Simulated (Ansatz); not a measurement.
# ReF6 radical: how energies converge with the basis set

The task here is to estimate one member of a computed series from the others.

Computed with Ansatz 0.2.0, Gaussian basis. Level: one geometry, several basis sets.

Plan: PBE0-D4/def2-SVP; ωB97M-V/def2-SVP; PBE0-D4/def2-QZVPP; ωB97M-V/def2-QZVPP; the functionals' def2-TZVPP values are taken from earlier runs.

## Structure used throughout

The geometry comes from an earlier relaxation with PBE0-D4 in a triple-zeta def2 set; it is a stationary point, not always the lowest conformer. Re takes the def2 core potential; no spin-orbit term is included.

SMILES `[F][Re]([F])([F])([F])([F])[F]`, 7 atoms, charge 0, spin multiplicity 2.

Atoms are counted from 1 here; the program's logs count them from 0.

Bond lengths: F1–Re2 1.830 Å, Re2–F3 1.830 Å, Re2–F4 1.830 Å, Re2–F5 1.830 Å, Re2–F6 1.830 Å, Re2–F7 1.830 Å. Angles: F1–Re2–F3 88.2°, F1–Re2–F4 91.8°, F1–Re2–F5 180.0°, F1–Re2–F6 88.2°, F1–Re2–F7 91.8°, F3–Re2–F4 180.0°, F3–Re2–F5 91.8°, F3–Re2–F6 91.8°, F3–Re2–F7 88.2°, F4–Re2–F5 88.2°, F4–Re2–F6 88.2°, F4–Re2–F7 91.8°, F5–Re2–F6 91.8°, F5–Re2–F7 88.2°, F6–Re2–F7 180.0°.

Coordinates:

```csv
atom,x (Å),y (Å),z (Å)
F1,-0.7542,-0.9447,1.3735
Re2,0.0000,0.0000,0.0000
F3,1.1179,0.7740,1.2246
F4,-1.1178,-0.7741,-1.2246
F5,0.7542,0.9447,-1.3735
F6,-1.2746,1.2864,0.2631
F7,1.2746,-1.2864,-0.2631
```

The first run:

in.yaml

```yaml
crystal:
  periodic: [false, false, false]
  atoms:
    - {symbol: F, position_ang: [-0.754218, -0.944693, 1.373513]}
    - {symbol: Re, position_ang: [0.000010, 0.000031, 0.000012]}
    - {symbol: F, position_ang: [1.117928, 0.774017, 1.224594]}
    - {symbol: F, position_ang: [-1.117823, -0.774090, -1.224571]}
    - {symbol: F, position_ang: [0.754157, 0.944733, -1.373537]}
    - {symbol: F, position_ang: [-1.274630, 1.286393, 0.263105]}
    - {symbol: F, position_ang: [1.274585, -1.286393, -0.263118]}
basis:
  gaussian: {orbitals: def2-SVP}
magnetization: {spin_polarized: true, initial_magnetization: 1}
hamiltonian: {xc: pbe0, dispersion: d4}
output: {orbitals: {seedname: orbitals}}
```

The run is started by

```bash
ansatz run in.yaml --threads 2 --pin off --events-out ev --progress --plain --max-ram 32768MiB --backend cpu
```

Among the steps run: PBE0-D4 in def2-SVP; ωB97M-V in def2-SVP; PBE0-D4 in def2-QZVPP; ωB97M-V in def2-QZVPP.

One of the session's tables, all rows but one given; the rest of the session is left out.

It belongs to the step «Density functionals: the series». 

```
functional       basis  HOMO (eV)  LUMO (eV)
   PBE0-D4    def2-SVP      -8.92      -6.15
   PBE0-D4  def2-TZVPP          ?          ?
   PBE0-D4  def2-QZVPP      -8.77      -5.93
   ωB97M-V    def2-SVP     -11.49      -3.96
   ωB97M-V  def2-TZVPP     -11.32      -3.73
   ωB97M-V  def2-QZVPP     -11.34      -3.74
```

Estimate the missing values for PBE0-D4, def2-TZVPP.

As computed: HOMO (eV): -8.76; LUMO (eV): -5.93. In the column «HOMO (eV)» it is the highest.
